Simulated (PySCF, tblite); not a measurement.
# C3H7FGeO2: geometry, infrared bands and NMR shifts

Wanted: the infrared bands and NMR shifts of C3H7FGeO2 (`FCO[C@@H]1O[CH2][GeH2]1`), by calculation.

Programs: tblite 0.8.0 and PySCF 2.14.0, with density-fitted response routines of our own. Each step states its level of theory. These are calculated values for one molecule in the gas phase, unless marked as measured. Atoms are numbered from 0 throughout.

## (1) Starting geometry

14 atoms, charge 0, multiplicity 1; geometry from: force field or distance geometry start.

Bonds of the start (Å): F0–C1 1.38, C1–O2 1.39, O2–C3 1.41, C3–O4 1.41, O4–C5 1.41, C5–Ge6 1.93, Ge6–C3 1.93, C1–H7 1.13, C1–H8 1.12, C3–H9 1.13, C5–H10 1.11, C5–H11 1.11, Ge6–H12 1.56, Ge6–H13 1.55.

## (2) Geometry optimisation with GFN2-xTB

Job settings and geometry (Å):

```
{"job": {"kind": "relax", "xc": "GFN2-xTB", "basis": "xTB"}, "charge": 0, "multiplicity": 1}
F      3.297600     0.199500    -0.965700
C      2.289100    -0.130300    -0.077600
O      1.099500     0.473800    -0.469300
C      0.048800     0.096000     0.389300
O     -0.421400    -1.201400     0.084600
C     -1.723400    -0.819300    -0.304600
Ge    -1.554600     1.085000    -0.012800
H      2.608200     0.230900     0.942800
H      2.205100    -1.247100    -0.058800
H      0.300100     0.178500     1.483700
H     -2.478400    -1.276400     0.368800
H     -1.905700    -1.058200    -1.369700
H     -2.312600     1.573100     1.264300
H     -1.452800     1.895500    -1.326800
```

Started as:

```console
$ OMP_NUM_THREADS=1 python probes_run.py task.json out
```

One launch serves the whole session: the jobs run in the order shown.

Output:

```text
step      E/eV     max force
  0    -672.28190    2.604
  1    -672.50177    1.010
  2    -672.60246    0.856
  3    -672.68526    0.766
  4    -672.75519    0.606
  5    -672.79090    0.399
  6    -672.80967    0.330
  7    -672.82403    0.296
  8    -672.83646    0.286
  9    -672.84608    0.233
 10    -672.85224    0.217
 11    -672.85676    0.188
 12    -672.86225    0.254
 13    -672.86809    0.235
 14    -672.87208    0.153
 15    -672.87449    0.113
 16    -672.87657    0.133
 17    -672.87893    0.147
 18    -672.88153    0.116
 19    -672.88433    0.136
 20    -672.88784    0.165
 21    -672.89315    0.260
 22    -672.90034    0.306
 23    -672.90745    0.271
 24    -672.91479    0.243
 25    -672.92261    0.245
 26    -672.93133    0.307
 27    -672.94254    0.315
 28    -672.95235    0.219
 29    -672.95849    0.185
 30    -672.96122    0.134
 31    -672.96281    0.140
 32    -672.96387    0.227
 33    -672.96619    0.125
 34    -672.96896    0.129
 35    -672.97345    0.159
 36    -672.97566    0.130
 37    -672.97759    0.104
 38    -672.97886    0.091
 39    -672.98026    0.115
 40    -672.98140    0.101
 41    -672.98221    0.067
 42    -672.98291    0.068
 43    -672.98372    0.088
 44    -672.98459    0.102
 45    -672.98537    0.096
 46    -672.98607    0.088
 47    -672.98685    0.091
 48    -672.98788    0.095
 49    -672.98906    0.094
 50    -672.99012    0.077
 51    -672.99102    0.070
 52    -672.99185    0.068
 53    -672.99263    0.076
 54    -672.99337    0.078
 55    -672.99410    0.078
 56    -672.99488    0.077
 57    -672.99577    0.076
 58    -672.99669    0.082
 59    -672.99745    0.060
 60    -672.99797    0.049
 61    -672.99829    0.047
 62    -672.99849    0.031
 63    -672.99860    0.021
 64    -672.99864    0.018
 65    -672.99867    0.016
 66    -672.99871    0.014
 67    -672.99877    0.019
 68    -672.99885    0.023
 69    -672.99893    0.020
 70    -672.99900    0.018
 71    -672.99906    0.020
 72    -672.99915    0.028
 73    -672.99925    0.031
 74    -672.99935    0.027
 75    -672.99945    0.028
 76    -672.99959    0.032
 77    -672.99976    0.037
 78    -672.99994    0.039
 79    -673.00007    0.031
 80    -673.00017    0.029
 81    -673.00028    0.027
 82    -673.00046    0.039
 83    -673.00070    0.055
 84    -673.00096    0.055
 85    -673.00118    0.053
 86    -673.00143    0.049
 87    -673.00171    0.060
 88    -673.00226    0.059
 89    -673.00269    0.056
 90    -673.00325    0.082
 91    -673.00392    0.096
 92    -673.00439    0.139
 93    -673.00568    0.073
 94    -673.00723    0.070
 95    -673.00840    0.216
 96    -673.00996    0.166
 97    -673.01369    0.326
 98    -673.02245    0.407
 99    -673.02328    0.389
100    -673.03289    0.721
101    -673.04023    0.465
102    -673.03945    0.399
103    -673.05767    0.243
104    -673.06027    0.468
105    -673.06741    0.238
106    -673.07544    0.154
107    -673.07731    0.375
108    -673.08308    0.144
109    -673.08567    0.147
110    -673.08848    0.311
111    -673.09261    0.167
112    -673.09774    0.198
113    -673.11645    0.362
114    -673.12959    0.290
115    -673.13824    0.232
116    -673.14332    0.143
117    -673.14664    0.114
118    -673.14895    0.163
119    -673.15019    0.136
120    -673.15111    0.112
121    -673.15178    0.108
122    -673.15269    0.053
123    -673.15362    0.053
124    -673.15470    0.067
125    -673.15534    0.064
126    -673.15585    0.040
127    -673.15609    0.032
128    -673.15628    0.028
129    -673.15638    0.023
130    -673.15649    0.029
131    -673.15657    0.036
132    -673.15667    0.038
133    -673.15678    0.036
134    -673.15692    0.039
135    -673.15710    0.036
136    -673.15735    0.035
137    -673.15765    0.044
138    -673.15793    0.040
139    -673.15807    0.021
140    -673.15811    0.009
```

It took 1.3 s on 1 thread of Arm Neoverse N1, shared host; peak memory 0.18 GiB.

The steps of the relaxation: (not every step is listed)

```
step  energy from step 0 (eV)  largest force (eV/Å)
   0                   0.0000                2.6038
   1                  -0.2199                1.0096
   2                  -0.3206                0.8562
   3                  -0.4034                0.7659
   4                  -0.4733                0.6064
   5                  -0.5090                0.3995
   6                  -0.5278                0.3298
   7                  -0.5421                0.2961
   8                  -0.5546                0.2861
  20                  -0.6059                0.1648
  32                  -0.6820                0.2267
  44                  -0.7027                0.1019
  56                  -0.7130                0.0769
  68                  -0.7169                0.0226
  80                  -0.7183                0.0288
  92                  -0.7225                0.1393
 104                  -0.7784                0.4676
 116                  -0.8614                0.1426
 128                  -0.8744                0.0283
 135                  -0.8752                0.0365
 136                  -0.8755                0.0348
 137                  -0.8758                0.0444
 138                  -0.8760                0.0404
 139                  -0.8762                0.0214
 140                  -0.8762                0.0086
```

Close pairs (by a distance rule), those that changed most:

```
   bond  before (Å)  after (Å)  change (Å)
 C5–Ge6       1.934      2.008      +0.074
 C3–Ge6       1.926      2.000      +0.073
Ge6–H12       1.563      1.515      -0.048
Ge6–H13       1.547      1.510      -0.037
  C3–H9       1.126      1.092      -0.034
  C1–H7       1.128      1.100      -0.029
  C1–H8       1.120      1.095      -0.025
  O4–C5       1.412      1.432      +0.021
```

The end geometry stands in the next job.

## (3) Infrared spectrum with GFN2-xTB

Job settings and geometry (Å):

```
{"job": {"kind": "ir", "xc": "GFN2-xTB", "basis": "xTB"}, "charge": 0, "multiplicity": 1}
F      3.028010     0.363042     0.388425
C      2.120632    -0.333179    -0.375766
O      0.963889     0.388433    -0.525305
C      0.124391     0.405994     0.618730
O     -0.459519    -0.846974     0.855407
C     -1.596447    -0.884671    -0.014625
Ge    -1.587194     1.119732    -0.129160
H      1.955186    -1.292004     0.137149
H      2.572106    -0.469894    -1.364421
H      0.682541     0.721491     1.503015
H     -2.407027    -1.420114     0.481268
H     -1.354365    -1.390866    -0.954220
H     -2.544939     1.836723     0.801006
H     -1.497942     1.801814    -1.473537
```

Output:

```text
mode    cm-1     km/mol
  1      64.3      2.62
  2      93.1      2.15
  3     133.3      3.72
  4     151.5     13.75
  5     252.1     11.48
  6     354.5     13.52
  7     422.8     20.69
  8     481.9     12.71
  9     497.8     43.61
 10     534.7     80.78
 11     571.2     20.31
 12     626.4     43.14
 13     728.4    121.48
 14     751.6    113.97
 15     801.4     49.23
 16     916.2     88.73
 17     945.1     63.54
 18     974.7    168.75
 19    1023.8    158.12
 20    1072.4     72.07
 21    1093.3     80.55
 22    1131.1     12.17
 23    1176.2     41.36
 24    1191.5     24.91
 25    1239.3     12.29
 26    1288.0      8.28
 27    1320.4     15.11
 28    1418.1      0.18
 29    1439.9      0.07
 30    1852.4    262.72
 31    1961.7    527.05
 32    2898.3     24.38
 33    2899.9     43.63
 34    2936.0     38.93
 35    2952.4     29.22
 36    2955.8     24.05
```

It took 0.61 s on 1 thread of Arm Neoverse N1, shared host; peak memory 0.18 GiB.

Which atoms move in the most intense modes:

```
cm⁻¹  km/mol                                  atoms
 535    80.8   H12 25 %, O2 15 %, H13 15 %, F0 10 %
 728   121.5            H12 31 %, H13 20 %, C3 15 %
 752   114.0  H13 24 %, H11 23 %, H10 18 %, C5 14 %
 916    88.7              C3 50 %, O2 16 %, C1 13 %
 975   168.8                       C1 54 %, F0 31 %
1024   158.1              O4 38 %, C3 22 %, C5 20 %
1852   262.7                     H12 65 %, H13 34 %
1962   527.0                     H13 65 %, H12 34 %
```

## (4) Nuclear shieldings: PBE0/pcSseg-1

The job, as its differences from that of step 3:

```diff
@@ -1,2 +1,2 @@
-{"job": {"kind": "ir", "xc": "GFN2-xTB", "basis": "xTB"}, "charge": 0, "multiplicity": 1}
+{"job": {"kind": "nmr", "xc": "PBE0", "basis": "pcSseg-1"}, "charge": 0, "multiplicity": 1}
 F      3.028010     0.363042     0.388425
```

Level: GIAO PBE0/pcSseg-1 NMR shielding, non-relativistic, gas phase.

Output:

```text
coarse grid: 55920 points
cycle   1  E = -2444.6971868746  dE =  3.354e-01  |g| = 1.165e+00  |ddm| = 3.437e+00
cycle   2  E = -2444.5557041366  dE =  1.415e-01  |g| = 1.448e+00  |ddm| = 1.432e+00
cycle   3  E = -2444.8446991676  dE = -2.890e-01  |g| = 1.696e-01  |ddm| = 9.759e-01
cycle   4  E = -2444.8488069589  dE = -4.108e-03  |g| = 7.579e-02  |ddm| = 1.425e-01
cycle   5  E = -2444.8495949530  dE = -7.880e-04  |g| = 1.677e-02  |ddm| = 5.449e-02
cycle   6  E = -2444.8496371676  dE = -4.221e-05  |g| = 5.142e-03  |ddm| = 1.154e-02
cycle   7  E = -2444.8496407478  dE = -3.580e-06  |g| = 1.001e-03  |ddm| = 3.707e-03
final grid: 118288 points
cycle   8  E = -2444.8496882491  dE =  1.358e-07  |g| = 1.476e-03  |ddm| = 2.022e-03
cycle   9  E = -2444.8496877394  dE =  5.098e-07  |g| = 2.326e-03  |ddm| = 2.153e-03
cycle  10  E = -2444.8496885965  dE = -8.572e-07  |g| = 1.212e-04  |ddm| = 1.309e-03
cycle  11  E = -2444.8496885990  dE = -2.517e-09  |g| = 2.999e-05  |ddm| = 9.436e-05
cycle  12  E = -2444.8496885992  dE = -1.442e-10  |g| = 4.145e-06  |ddm| = 2.130e-05
converged SCF energy = -2444.8496885992

GIAO shielding tensors (ppm)
atom      isotropic    diamagn.    paramagn.     s11        s22        s33       span
  0 F      359.527     471.891    -112.364    246.412    381.388    450.781    204.370
  1 C       86.111     240.658    -154.547     57.559     81.684    119.089     61.530
  2 O      202.227     400.053    -197.826    151.017    175.315    280.351    129.333
  3 C       74.499     248.120    -173.621     53.047     71.342     99.108     46.061
  4 O      227.997     397.064    -169.066    178.126    190.738    315.128    137.002
  5 C      115.536     247.711    -132.175     63.094     99.903    183.611    120.517
  6 Ge    1385.295    2755.674   -1370.380   1233.190   1382.437   1540.257    307.066
  7 H       25.893      29.292      -3.399     21.168     27.774     28.736      7.568
  8 H       26.167      27.965      -1.797     21.287     26.714     30.501      9.214
  9 H       25.864      30.967      -5.103     21.374     27.103     29.115      7.741
 10 H       26.897      28.917      -2.020     23.257     25.050     32.385      9.129
 11 H       26.481      29.865      -3.383     22.758     24.737     31.949      9.190
 12 H       26.088      28.365      -2.277     20.971     21.195     36.096     15.125
 13 H       26.251      28.385      -2.134     20.497     21.573     36.684     16.187
```

Wall time 41 s (1 thread of Arm Neoverse N1, shared host); peak memory 0.76 GiB.

The references, computed at this level on geometries of the same kind, shield at (ppm): 1H TMS 31.72, 13C TMS 186.9, 19F CFCl3 170.9, 17O H2O 336.1, 73Ge GeMe4 1331. Their shielding less the atom's gives the shift. The references are single molecules in the gas phase, so shifts against H2O, NH3, PH3, H3PO4 or CFCl3 are not on the usual liquid scales and can be off by tens of ppm.

```
atoms                                                  environment  σ (ppm)  δ (ppm)
   C3                               sp3 carbon bearing two oxygens     74.5    112.4
   C1                                    sp3 CH2 bonded to F and O     86.1    100.8
   C5                                   sp3 CH2 bonded to Ge and O    115.5     71.4
   H9                hydrogen on an sp3 carbon bearing two oxygens    25.86     5.85
   H7                     hydrogen on an sp3 CH2 bonded to F and O    25.89     5.82
  H12  hydrogen on a germanium bonded to 2 C, in a 4-membered ring    26.09     5.63
   H8                     hydrogen on an sp3 CH2 bonded to F and O    26.17     5.55
  H13  hydrogen on a germanium bonded to 2 C, in a 4-membered ring    26.25     5.47
  H11                    hydrogen on an sp3 CH2 bonded to Ge and O    26.48     5.24
  H10                    hydrogen on an sp3 CH2 bonded to Ge and O    26.90     4.82
   F0                                    fluorine on an sp3 carbon    359.5   -188.6
   O2                                                 ether oxygen    202.2    133.9
   O4                                                 ether oxygen    228.0    108.1
  Ge6           germanium bonded to 2 C, 2 H, in a 4-membered ring     1385      -54
```

Charges from the same density, by scheme (e):

```
atoms  Mulliken    IAO  Hirshfeld  ESP fit
   F0     -0.35  -0.34      -0.14    -0.26
   C1      0.37   0.22       0.08     0.29
   O2     -0.50  -0.39      -0.15    -0.33
   C3      0.07   0.03       0.02     0.05
   O4     -0.48  -0.40      -0.16    -0.30
   C5     -0.15  -0.29      -0.08    -0.17
  Ge6      0.43   0.59       0.34     0.30
```

Mayer bond orders: F0–C1 0.90, C1–O2 1.02, O2–C3 0.84, C3–O4 0.94, O4–C5 0.88, C5–Ge6 0.94, Ge6–C3 0.84.

Ring of atoms C3, O4, C5, Ge6: NICS(0) 1.7, NICS(1) 0.5, NICS(1)zz 6.2 ppm (means of both faces).

## (5) What came out

```
                                 quantity                                         value
strongest single infrared mode (GFN2-xTB)                         1962 cm⁻¹, 527 km/mol
             zero-point energy (GFN2-xTB)                                 58.8 kcal/mol
   13C shifts against TMS (PBE0/pcSseg-1)                        112.4, 100.8, 71.4 ppm
    1H shifts against TMS (PBE0/pcSseg-1)  5.85, 5.82, 5.63, 5.55, 5.47, 5.24, 4.82 ppm
 19F shifts against CFCl3 (PBE0/pcSseg-1)                                    -188.6 ppm
   17O shifts against H2O (PBE0/pcSseg-1)                              133.9, 108.1 ppm
73Ge shifts against GeMe4 (PBE0/pcSseg-1)                                       -54 ppm
```

Over 140 steps the energy fell by 0.876 eV; of the close pairs, C5–Ge6 changed most, 1.934 to 2.008 Å. No mode is imaginary among the 36: a minimum at this level. The strongest single mode, at 1962 cm⁻¹, moves mainly H13 and H12. GFN2-xTB is a fitted tight-binding method: band positions and strengths are rough. Its intensities can rank the bands wrongly. The most deshielded hydrogen is H9 (hydrogen on an sp3 carbon bearing two oxygens), at 5.85 ppm: its carbon carries O, which withdraws density. At PBE0/pcSseg-1: The largest span, 307 ppm, is at Ge6, where the paramagnetic term is -1370 ppm. Spin-orbit coupling is left out, which matters for shieldings and couplings at and beside the heavy atoms.
